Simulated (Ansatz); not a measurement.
**C₄H₈Br₂: taking an electron away**

Aim: the vertical ionisation energy of C₄H₈Br₂, as cation minus neutral at the neutral's geometry, on several levels, and how well −ε(HOMO) stands in for it.

Method: unrestricted cation, the program's frozen cores in correlated methods; program: Ansatz 0.2.0, Gaussian basis.

The runs, in order: UKS PBE-D4/def2-TZVPP; UKS r2SCAN-D4/def2-TZVPP; UKS PBE0-D4/def2-TZVPP; UKS B3LYP-D4/def2-TZVPP; UKS wB97X-V/def2-TZVPP; UKS wB97M-V/def2-TZVPP; UKS B2PLYP/def2-TZVPP; UHF-CCSD(T)/def2-TZVPP; UHF-MP2/def2-QZVPP; extrapolation to the limit; then −ε(HOMO) from the neutral's earlier runs with LDA (SPW92), PBE-D4, revPBE-D4, BLYP-D4, r2SCAN-D4, B97M-V, PBE0-D4, B3LYP-D4, r2SCANh-D4, r2SCAN0-D4, HSE06-D4, BHLYP-D4, CAM-B3LYP-D4, LC-ωPBE, ωB97X-V, ωB97M-V.

### 1 The geometry

The geometry comes from an earlier relaxation with PBE0-D4 in a triple-zeta def2 set; it is a stationary point, not always the lowest conformer.

SMILES `BrCCCCBr`, 14 atoms, charge 0, spin multiplicity 1.

Atoms are counted from 1 here; the program's logs count them from 0.

Bond lengths: Br1–C2 1.954 Å, C2–C3 1.508 Å, C2–H7 1.089 Å, C2–H8 1.088 Å, C3–C4 1.517 Å, C3–H9 1.096 Å, C3–H10 1.095 Å, C4–C5 1.508 Å, C4–H11 1.095 Å, C4–H12 1.096 Å, C5–Br6 1.954 Å, C5–H13 1.089 Å, C5–H14 1.088 Å. Angles: Br1–C2–C3 112.6°, Br1–C2–H7 105.3°, Br1–C2–H8 105.0°, C3–C2–H7 112.2°, C3–C2–H8 111.9°, H7–C2–H8 109.3°, C2–C3–C4 114.0°, C2–C3–H9 107.1°, C2–C3–H10 109.6°, C4–C3–H9 109.2°, C4–C3–H10 110.1°, H9–C3–H10 106.6°, C3–C4–C5 114.0°, C3–C4–H11 110.1°, C3–C4–H12 109.2°, C5–C4–H11 109.6°, C5–C4–H12 107.0°, H11–C4–H12 106.6° and more.

### 2 Cation, UKS PBE-D4/def2-TZVPP

The input, in.yaml:

```yaml
crystal:
  periodic: [false, false, false]
  atoms:
    - {symbol: Br, position_ang: [-2.338116, 0.255883, 1.932084]}
    - {symbol: C, position_ang: [-0.430273, 0.649062, 1.780677]}
    - {symbol: C, position_ang: [0.043994, 0.671658, 0.349712]}
    - {symbol: C, position_ang: [-0.043226, -0.671916, -0.349366]}
    - {symbol: C, position_ang: [0.429813, -0.649096, -1.780726]}
    - {symbol: Br, position_ang: [2.337135, -0.254075, -1.933902]}
    - {symbol: H, position_ang: [0.070026, -0.119655, 2.368084]}
    - {symbol: H, position_ang: [-0.301572, 1.613600, 2.266291]}
    - {symbol: H, position_ang: [1.088476, 1.005045, 0.362417]}
    - {symbol: H, position_ang: [-0.518637, 1.424468, -0.211631]}
    - {symbol: H, position_ang: [0.520148, -1.424514, 0.211517]}
    - {symbol: H, position_ang: [-1.087598, -1.005695, -0.361286]}
    - {symbol: H, position_ang: [-0.071764, 0.119048, -2.367788]}
    - {symbol: H, position_ang: [0.301604, -1.613831, -2.266082]}
basis:
  gaussian: {orbitals: def2-TZVPP}
total_charge: 1
magnetization: {spin_polarized: true, initial_magnetization: 1}
hamiltonian: {xc: pbe, dispersion: d4}
```

Command:

```console
> ansatz run in.yaml --threads 2 --pin off --events-out ev --progress --plain --max-ram 31744MiB --backend cuda --devices 0, --max-vram 18GiB
```

Further steps of the session: Cation, UKS r2SCAN-D4/def2-TZVPP; Cation, UKS PBE0-D4/def2-TZVPP; Cation, UKS B3LYP-D4/def2-TZVPP; Cation, UKS wB97X-V/def2-TZVPP; Cation, UKS wB97M-V/def2-TZVPP; Cation, UKS B2PLYP (frozen core)/def2-TZVPP; Cation, UHF-CCSD(T)/def2-TZVPP; Cation, UHF-MP2/def2-QZVPP.

**Question.** What will the summary of the whole plan be? Wanted: ionisation energy, CCSD(T)/CBS; nearest functional by difference; nearest −ε(HOMO); −ε(HOMO) of PBE; T1 of the cation.

As calculated:

```
                        quantity               value
  ionisation energy, CCSD(T)/CBS            10.58 eV
nearest functional by difference  ωB97X-V (-0.19 eV)
                nearest −ε(HOMO)  LC-ωPBE (+0.10 eV)
                 −ε(HOMO) of PBE             6.63 eV
                T1 of the cation               0.015
```

Energy differences with functionals land within 1.42 eV of the reference. −ε(HOMO) of PBE misses by 4.0 eV, since self-interaction lifts the level. Among orbital estimates LC-ωPBE comes nearest. Hartree-Fock falls 1.18 eV short, as the neutral has more correlation energy than the cation. The cation may have settled in a state other than its lowest; no search over hole states beyond the program's own was made. Correlated methods include outer-core shells of Br, which these sets cover unevenly. With outer-core shells in play the reference is unsure by up to some tenths of an eV, so close misses can't be ranked.
